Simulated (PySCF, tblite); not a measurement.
**C7H14O2Si: geometry, infrared bands and NMR shifts**

Wanted: the infrared bands and NMR shifts of C7H14O2Si (`CC(=O)[C@@H]1C[Si@H](C)O[C@@H]1C`), by calculation.

Computed with tblite 0.8.0 and PySCF 2.14.0, with density-fitted response routines of our own, on a single molecule in the gas phase. Atoms count from 0, in the outputs and in this text.

## (1) The starting structure

24 atoms, charge 0, multiplicity 1; geometry from: force field or distance geometry start.

Bonds of the start (Å): C0–C1 1.49, C1–O2 1.25, C1–C3 1.53, C3–C4 1.56, C4–Si5 1.89, Si5–C6 1.84, Si5–O7 1.68, O7–C8 1.45, C8–C9 1.53, C8–C3 1.54, C0–H10 1.10, C0–H11 1.09, C0–H12 1.11, C3–H13 1.09, C4–H14 1.08, C4–H15 1.09, Si5–H16 1.48, C6–H17 1.09, C6–H18 1.10, C6–H19 1.10, C8–H20 1.10, C9–H21 1.09, C9–H22 1.11, C9–H23 1.09.

## (2) Optimising the geometry with GFN2-xTB

What the job is given:

```
{"job": {"kind": "relax", "xc": "GFN2-xTB", "basis": "xTB"}, "charge": 0, "multiplicity": 1}
C     -2.798700    -0.659700     0.285700
C     -1.324300    -0.558200     0.506300
O     -0.849700    -0.592300     1.660200
C     -0.433700    -0.457300    -0.736800
C      0.818200    -1.365900    -0.577700
Si     2.128500    -0.138500     0.027700
C      2.623300    -0.385600     1.780900
O      1.256000     1.270900    -0.252200
C      0.066700     0.974300    -1.023900
C     -0.960200     2.081400    -0.775900
H     -3.154200     0.183400    -0.318500
H     -3.041500    -1.601800    -0.215900
H     -3.334200    -0.630700     1.257500
H     -1.034700    -0.832800    -1.569300
H      0.672700    -2.195500     0.102300
H      1.121200    -1.745400    -1.552600
H      3.300800    -0.172100    -0.881400
H      3.335900     0.368900     2.108500
H      3.095200    -1.361900     1.934500
H      1.766600    -0.335900     2.463200
H      0.350200     1.033800    -2.080200
H     -1.866100     1.926600    -1.365600
H     -0.525000     3.060600    -1.048300
H     -1.224900     2.153600     0.279100
```

The run is started by

```
> OMP_NUM_THREADS=1 python probes_run.py task.json out
```

This one command runs all jobs of the session in turn.

**Question.** This job is followed by: GFN2-xTB harmonic vibrations, gas phase; GIAO PBE0/pcSseg-1 NMR shielding, non-relativistic, gas phase. Predict these results of the whole session: strongest single infrared mode (GFN2-xTB); zero-point energy (GFN2-xTB); 13C shifts against TMS (PBE0/pcSseg-1); 1H shifts against TMS (PBE0/pcSseg-1, means over atoms taken as alike); 17O shifts against H2O (PBE0/pcSseg-1); 29Si shifts against TMS (PBE0/pcSseg-1).

The runs gave:

| quantity | value |
| --- | --- |
| strongest single infrared mode (GFN2-xTB) | 2185 cm⁻¹, 371 km/mol |
| zero-point energy (GFN2-xTB) | 123.4 kcal/mol |
| 13C shifts against TMS (PBE0/pcSseg-1) | 219.9, 79.6, 55.6, 36.2, 22.9, 19.6, -0.2 ppm |
| 1H shifts against TMS (PBE0/pcSseg-1, means over atoms taken as alike) | 5.14, 4.15, 2.88, 2.24, 1.31, 0.93, 0.73, 0.59 ppm |
| 17O shifts against H2O (PBE0/pcSseg-1) | 659.9, 63.2 ppm |
| 29Si shifts against TMS (PBE0/pcSseg-1) | 18.3 ppm |

**Reading.** Over 83 steps the energy fell by 0.303 eV; of the close pairs, O7–C8 changed most, 1.448 to 1.401 Å. All 66 modes are real, so the xTB geometry is a minimum. The strongest single mode, at 2185 cm⁻¹, moves mainly H16. GFN2-xTB is a fitted tight-binding method: band positions and strengths are rough. Its intensities can rank the bands wrongly. C1 (ketone carbonyl carbon) lies farthest downfield among carbon, at 219.9 ppm; the double bond to the heteroatom, with no lone-pair donor beside it, deshields it most. At PBE0/pcSseg-1: Shielding is most anisotropic at O2 (span 1251 ppm, paramagnetic term -730 ppm).
